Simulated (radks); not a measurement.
**The Coulomb parameter U of the 5d shell of Ta**

One table from this session's results is given with a row withheld; the runs are named, their logs left out.

Program: radks (a radial shooting solver on a logarithmic mesh, Libxc functionals) version 1. Level of theory: scalar-relativistic Kohn-Sham, PBE, spin-unpolarised, spherical densities, point nucleus. These are calculated values, not measurements, unless marked.

### What is computed

- element: tantalum (Z = 73)
- charge: 0
- electrons: 73
- configuration: [Xe] 4f14 5d1 6s2 6p2

Outer shells as boxes (Hund's rule):

Ta
```
[Xe] core
4f [↑↓][↑↓][↑↓][↑↓][↑↓][↑↓][↑↓]
5d [↑ ][  ][  ][  ][  ]
6s [↑↓]
6p [↑ ][↑ ][  ]
```

Set-up of the first run:

The run's settings:

```text
Z 73
configuration [Xe] 4f14 5d1 6s2 6p2
relativity scalar-relativistic
functional pbe,pbe
spin unpolarised
nucleus point
c 137.035999084
```

Steps of the session up to this table: Start: [Xe] 4f14 5d1 6s2 6p2.

One of the session's tables, all rows but one given; the rest of the session is left out.

It belongs to the step «Start: [Xe] 4f14 5d1 6s2 6p2». Sizes of the orbitals, from the radial functions (bohr):

| level | <r> | outermost maximum (interpolated) | 90 % within | nodes |
| --- | --- | --- | --- | --- |
| 4p | 0.4877 | 0.450 | 0.709 | 2 |
| 4d | 0.5232 | 0.461 | 0.785 | 1 |
| 5s | 1.094 | 0.987 | 1.57 | 4 |
| 5p | 1.275 | 1.12 | 1.86 | 3 |
| 4f | ? | ? | ? | ? |
| 5d | 1.946 | 1.50 | 3.05 | 2 |
| 6s | 2.986 | 2.60 | 4.36 | 5 |
| 6p | 4.043 | 3.37 | 6.05 | 4 |

Q: Estimate the row for 4f from the others.

**Answer.** <r>: 0.6370; outermost maximum (interpolated): 0.441; 90 % within: 1.07; nodes: 0. In the column «<r>» it lies between 4d (0.5232) and 5s (1.094).
